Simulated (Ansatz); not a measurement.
# CH3BFN: the cost of one run

Method: RKS B3LYP-D4/def2-SVP, in Ansatz 0.2.0.

### Step 1. The structure to begin with

Bond lengths: C1–N2 1.236 Å, N2–B3 1.352 Å, B3–F4 1.335 Å, C1–H5 1.090 Å, C1–H6 1.089 Å, B3–H7 1.172 Å. Angles: C1–N2–B3 176.7°, N2–C1–H5 121.7°, N2–C1–H6 121.6°, H5–C1–H6 116.7°, N2–B3–F4 119.7°, N2–B3–H7 120.9°, F4–B3–H7 119.4°.

As a file:

```xyz
7

C    -0.3247    1.2203   -0.3224
N    -0.0348    0.0565   -0.0228
B     0.3517   -1.1903    0.3293
F    -0.4781   -2.2187    0.1406
H    -0.8160    1.8878    0.3848
H    -0.1056    1.6268   -1.3092
H     1.4075   -1.3825    0.7997
```

### Step 2. End point A

Input file input.yaml:

```yaml
crystal:
  periodic: [false, false, false]
  atoms:
    - { symbol: C, position_ang: [-0.32471, 1.22033, -0.32239] }
    - { symbol: "N", position_ang: [-0.03478, 0.05652, -0.02279] }
    - { symbol: B, position_ang: [0.35173, -1.19025, 0.32931] }
    - { symbol: F, position_ang: [-0.47812, -2.21872, 0.14056] }
    - { symbol: H, position_ang: [-0.816, 1.88784, 0.3848] }
    - { symbol: H, position_ang: [-0.10558, 1.62676, -1.30916] }
    - { symbol: H, position_ang: [1.40747, -1.38248, 0.79966] }
basis:
  gaussian: { orbitals: def2-SVP }
hamiltonian:
  xc: b3lyp
  dispersion: d4
relax:
  f_tol: 0.02
  max_steps: 50
output:
  orbitals: {}
```

On the command line:

```sh
> ansatz run input.yaml --threads 1 --pin off --max-ram 2048MiB --backend cpu --events-out ev --progress --plain --runs-dir out
```

**Question.** How long does this run take on 1 thread of Arm Neoverse V1, shared host, and how much memory does it need?

About 19 s, with a peak of 0.16 GiB.
